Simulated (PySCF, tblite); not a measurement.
**C5H12N2Si: geometry, infrared bands and NMR shifts**

What infrared bands and NMR shifts should C5H12N2Si (`CCCNC[SiH2]C#N`) show?

Programs: tblite 0.8.0 and PySCF 2.14.0, with density-fitted response routines of our own. Each step states its level of theory. These are calculated values for one molecule in the gas phase, unless marked as measured. Atoms are numbered from 0 throughout.

## Step 1: The starting structure

20 atoms, charge 0, multiplicity 1; geometry from: force field or distance geometry start.

Bonds of the start (Å): C0–C1 1.50, C1–C2 1.53, C2–N3 1.39, N3–C4 1.40, C4–Si5 1.86, Si5–C6 1.81, C6–N7 1.16, C0–H8 1.12, C0–H9 1.11, C0–H10 1.11, C1–H11 1.11, C1–H12 1.09, C2–H13 1.12, C2–H14 1.12, N3–H15 1.04, C4–H16 1.13, C4–H17 1.09, Si5–H18 1.48, Si5–H19 1.49.

## Step 2: Relaxing the molecule with GFN2-xTB

Job settings and geometry (Å):

```
{"job": {"kind": "relax", "xc": "GFN2-xTB", "basis": "xTB"}, "charge": 0, "multiplicity": 1}
C     -3.087900     0.087700    -0.552100
C     -1.615700    -0.211300    -0.506700
C     -0.977100     0.286600     0.791000
N      0.378600    -0.024900     0.766000
C      1.219300     0.628400    -0.142900
Si     2.956500     0.005500     0.091100
C      3.399000    -0.984900    -1.362700
N      3.692300    -1.635700    -2.277600
H     -3.340000     0.787800     0.278300
H     -3.329800     0.505700    -1.549400
H     -3.654500    -0.857500    -0.427900
H     -1.454700    -1.311000    -0.587800
H     -1.103600     0.303600    -1.321400
H     -1.184100     1.372200     0.952700
H     -1.464200    -0.228400     1.658600
H      0.671100    -0.961900     1.106500
H      0.923100     0.301600    -1.180400
H      1.124400     1.716500    -0.160500
H      3.922000     1.105900     0.316400
H      2.920100    -0.875300     1.286400
```

The run is started by

```
OMP_NUM_THREADS=1 python probes_run.py task.json out
```

This one command runs all jobs of the session in turn.

**Question.** This job is followed by: GFN2-xTB harmonic vibrations, gas phase; GIAO PBE0/pcSseg-1 NMR shielding, non-relativistic, gas phase. Predict these results of the whole session: strongest single infrared mode (GFN2-xTB); zero-point energy (GFN2-xTB); 13C shifts against TMS (PBE0/pcSseg-1); 1H shifts against TMS (PBE0/pcSseg-1, means over atoms taken as alike); 15N shifts against NH3 (PBE0/pcSseg-1); 29Si shifts against TMS (PBE0/pcSseg-1).

**Answer**, as computed:

| quantity | value |
| --- | --- |
| strongest single infrared mode (GFN2-xTB) | 2248 cm⁻¹, 298 km/mol |
| zero-point energy (GFN2-xTB) | 101.4 kcal/mol |
| 13C shifts against TMS (PBE0/pcSseg-1) | 124.4, 60.1, 37.0, 25.6, 13.3 ppm |
| 1H shifts against TMS (PBE0/pcSseg-1, means over atoms taken as alike) | 4.42, 2.80, 2.62, 1.54, 0.97, 0.36 ppm |
| 15N shifts against NH3 (PBE0/pcSseg-1) | 365.2, 50.2 ppm |
| 29Si shifts against TMS (PBE0/pcSseg-1) | -67.8 ppm |

Over 184 steps the energy fell by 0.848 eV; of the close pairs, C2–N3 changed most, 1.391 to 1.450 Å. No mode is imaginary among the 54: a minimum at this level. The strongest single mode, at 2248 cm⁻¹, moves mainly H18. GFN2-xTB is a fitted tight-binding method: band positions and strengths are rough. Its intensities can rank the bands wrongly. The most deshielded carbon is C6 (nitrile carbon), at 124.4 ppm: C≡N carbons fall here, among the sp2 signals but without a proton. At PBE0/pcSseg-1: Shielding is most anisotropic at N7 (span 604 ppm, paramagnetic term -435 ppm).
